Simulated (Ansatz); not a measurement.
Ti, space group Fm-3m, an equation of state with a fit

Computed with Ansatz 0.2.0, Python API.

Notebook, run cell by cell (the value of a cell's last expression is shown):

```python
import ansatz as az
import numpy as np
```

```python
VECTORS = np.array([
    [0.0, 2.03, 2.03],
    [2.03, 0.0, 2.03],
    [2.03, 2.03, 0.0],
])
SITES = [
    ('Ti', (0.0, 0.0, 0.0)),
]
```

```python
def on_lattice(cell):
    crystal = az.Crystal(lattice=az.Lattice.of(cell))
    for symbol, position in SITES:
        crystal = crystal.atom(symbol, position)
    return crystal
```

```python
# uniform scaling of the cell
volumes, energies = [], []
for scale in np.linspace(0.94, 1.06, 7):
    cell = VECTORS * scale ** (1 / 3)
    setup = (
        on_lattice(cell).calculation()
        .functional('pbesol')
        .occupations('fermi_dirac', width=0.1)
        .scf(tolerance=1e-09)
        .basis(500)
        .kpoints(12, 12, 12)
    )
    summary = setup.run(threads=1, backend='cpu').report
    volumes.append(abs(np.linalg.det(cell)) / len(SITES))
    energies.append(summary['free_energy_ev'] / len(SITES))
    print(f'V = {volumes[-1]:8.4f} A^3/atom  F = {energies[-1]:.5f} eV/atom')
```

    V =  15.7270 A^3/atom  F = -2473.84529 eV/atom
    V =  16.0616 A^3/atom  F = -2473.85835 eV/atom
    V =  16.3962 A^3/atom  F = -2473.86578 eV/atom
    V =  16.7309 A^3/atom  F = -2473.86803 eV/atom
    V =  17.0655 A^3/atom  F = -2473.86556 eV/atom
    V =  17.4001 A^3/atom  F = -2473.85874 eV/atom
    V =  17.7347 A^3/atom  F = -2473.84794 eV/atom

```python
# third-order Birch-Murnaghan: a cubic in V^(-2/3)
x = np.array(volumes) ** (-2 / 3)
poly = np.polynomial.Polynomial.fit(x, energies, 3).convert()
roots = poly.deriv().roots()
x0 = min((r.real for r in roots if abs(r.imag) < 1e-9 and poly.deriv(2)(r.real) > 0), key=lambda r: abs(r - x.mean()))
v0 = x0 ** -1.5
b0 = 4 / 9 * poly.deriv(2)(x0) * v0 ** (-7 / 3) * 160.21766
b1 = 4 + 2 / 3 * x0 * poly.deriv(3)(x0) / poly.deriv(2)(x0)
print(f'V0 = {v0:.4f} A^3/atom, B0 = {b0:.1f} GPa, dB/dP = {b1:.2f}')
```

    V0 = 16.7183 A^3/atom, B0 = 113.6 GPa, dB/dP = 3.34

A third-order Birch-Murnaghan fit through the 7 points has its minimum at 16.72 Å³ an atom, 0.1 % below the typed cell, with a bulk modulus of 114 GPa and dB/dP = 3.3. From that minimum the energy rises by 22.7 meV an atom on the compressed side and 20.1 meV on the expanded side.

Caveats:
- Absolute energies stand on the zero of these potentials, so only differences at equal settings mean something.
- The run is spin-unpolarised.
- For a metal this k-point mesh is coarse: on a finer one energies can move by several to tens of meV an atom and pressures by half a GPa or more, differences at one mesh by less.
- This isn't the structure that Ti takes at ambient conditions.
- Timing: 6.8 s on 1 thread of Arm Neoverse V1, on a shared host, peak memory 0.34 GiB.
